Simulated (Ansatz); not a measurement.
**GeH9NSSi2: single point in a Gaussian basis, by script**

Wanted for GeH9NSSi2: a single point in a Gaussian basis. SMILES: [SiH3][N]([SiH3])[GeH2][SH].

Computed with Ansatz 0.2.0 through its Python package. Level of theory: MP2/def2-SVPD.

### Step 1. The structure

Bond lengths: Si1–N2 1.793 Å, N2–Si3 1.793 Å, N2–Ge4 1.871 Å, Ge4–S5 2.226 Å, Si1–H6 1.471 Å, Si1–H7 1.471 Å, Si1–H8 1.471 Å, Si3–H9 1.471 Å, Si3–H10 1.471 Å, Si3–H11 1.471 Å, Ge4–H12 1.550 Å, Ge4–H13 1.550 Å, S5–H14 1.407 Å. Angles (14 of 22 angles, heavy atoms first): Si1–N2–Si3 108.0°, Si1–N2–Ge4 108.1°, Si3–N2–Ge4 108.3°, N2–Ge4–S5 112.0°, N2–Si1–H6 110.5°, N2–Si1–H7 109.5°, N2–Si1–H8 109.5°, N2–Si3–H9 110.5°, N2–Si3–H10 109.6°, N2–Si3–H11 109.4°, N2–Ge4–H12 109.4°, N2–Ge4–H13 109.0°, S5–Ge4–H12 109.1°, S5–Ge4–H13 108.8°.

The script holds or builds the structure itself.

### Step 2. Script

geh9nssi2.py

```python
"""Single point of GeH9NSSi2 in a Gaussian basis."""

import json
import logging
import sys

import ansatz as az
import numpy as np

logging.basicConfig(stream=sys.stdout, format="%(levelname)s:%(name)s:%(message)s")
log = logging.getLogger("ansatz_job")
log.setLevel(logging.INFO)


def main() -> None:
    geometry_ang = [
        ("Si", (1.3361, -1.0296, -0.7546)),
        ("N", (0.6154, -0.2166, 0.6713)),
        ("Si", (0.5938, 1.5475, 0.3524)),
        ("Ge", (-1.1524, -0.804, 0.844)),
        ("S", (-2.3537, -0.3859, -0.983)),
        ("H", (0.5997, -0.6719, -1.977)),
        ("H", (1.2864, -2.4873, -0.5664)),
        ("H", (2.7398, -0.6152, -0.8982)),
        ("H", (-0.0561, 1.8308, -0.9367)),
        ("H", (-0.1354, 2.2348, 1.4288)),
        ("H", (1.974, 2.0535, 0.3129)),
        ("H", (-1.8119, -0.1001, 2.0573)),
        ("H", (-1.1523, -2.3321, 1.1044)),
        ("H", (-2.4833, 0.9761, -0.6552)),
    ]
    molecule = az.Crystal.molecule()
    for symbol, xyz in geometry_ang:
        molecule = molecule.atom(symbol, xyz)

    base = (
        molecule.calculation()
        .basis(gaussian="def2-SVPD")
        .correlation("mp2", electrons="all")
        .scf(lower_state_search="off")
        .forces()
    )
    trace = []
    out = base.session().plan().execute(on_event=trace.append)
    rep = out.report
    for event in trace:
        if event["event"] == "mean_field_evaluation" and event["data"]["evaluation"] <= 25:
            log.info("pass {evaluation:3d}  E = {energy_ev:.6f} eV  gradient {gradient_ev:.1e}".format(**event["data"]))

    for key in ("converged", "free_energy_ev", "reference_energy_ev", "n_frozen", "n_occupied", "n_virtual"):
        log.info(f"{key:22s} {rep[key]}")

    print("correlation energy", round(rep["free_energy_ev"] - rep["reference_energy_ev"], 5), "eV")
    cluster = rep["correlation"].get("coupled_cluster")
    if cluster:
        print("cycles", cluster["cycles"], " T1 diagnostic", round(cluster["t1_diagnostic"], 4), " largest double", round(cluster["largest_double"], 4))

    symbols = [site.symbol for site in molecule.cartesian_sites]
    log.info("forces (eV/A)")
    for symbol, f in zip(symbols, rep["forces_ev_ang"]):
        log.info(f"  {symbol:2s} {f[0]:9.4f} {f[1]:9.4f} {f[2]:9.4f}")

    charges = rep["charge_distribution"]
    print("dipole moment", round(4.803205 * float(np.linalg.norm(charges["dipole_moment_e_ang"])), 3), "D")
    print("Mulliken:", [(s, round(q, 3)) for s, q in zip(symbols, charges["mulliken_charges_e"])])
    with open("geh9nssi2.json", "w") as handle:
        json.dump({k: rep[k] for k in ("free_energy_ev", "reference_energy_ev", "n_occupied", "n_virtual")}, handle, indent=1)


if __name__ == "__main__":
    main()
```

### Step 3. What the engine is handed

The package turns the script's settings into the engine's input:

```yaml
crystal:
  periodic: [false, false, false]
  atoms:
    - { symbol: Si, position_ang: [1.3361, -1.0296, -0.7546] }
    - { symbol: "N", position_ang: [0.6154, -0.2166, 0.6713] }
    - { symbol: Si, position_ang: [0.5938, 1.5475, 0.3524] }
    - { symbol: Ge, position_ang: [-1.1524, -0.804, 0.844] }
    - { symbol: S, position_ang: [-2.3537, -0.3859, -0.983] }
    - { symbol: H, position_ang: [0.5997, -0.6719, -1.977] }
    - { symbol: H, position_ang: [1.2864, -2.4873, -0.5664] }
    - { symbol: H, position_ang: [2.7398, -0.6152, -0.8982] }
    - { symbol: H, position_ang: [-0.0561, 1.8308, -0.9367] }
    - { symbol: H, position_ang: [-0.1354, 2.2348, 1.4288] }
    - { symbol: H, position_ang: [1.974, 2.0535, 0.3129] }
    - { symbol: H, position_ang: [-1.8119, -0.1001, 2.0573] }
    - { symbol: H, position_ang: [-1.1523, -2.3321, 1.1044] }
    - { symbol: H, position_ang: [-2.4833, 0.9761, -0.6552] }
basis:
  gaussian:
    orbitals: def2-SVPD
correlation:
  method: mp2
  electrons: all
scf:
  lower_state_search: "off"
output:
  forces: true
```

### Step 4. The run

On the command line:

```
$ python geh9nssi2.py
```

**Question.** What results will this script give? Wanted: total energy; largest force; dipole moment.

The runs gave:

| quantity | value |
| --- | --- |
| total energy | -84648.5490 eV |
| largest force | 1.491 eV/Å |
| dipole moment | 0.70 D |

What this shows: Forces reach 1.49 eV/Å, so the atoms aren't at rest. Reading the output:
- The geometry is a force-field or estimated start, not a minimum of this method, and the basis set is short of its limit.
- Mulliken charges are unreliable in a basis with diffuse functions.
- Early passes use coarser integrals and grids, so their energies can't be compared with the last.
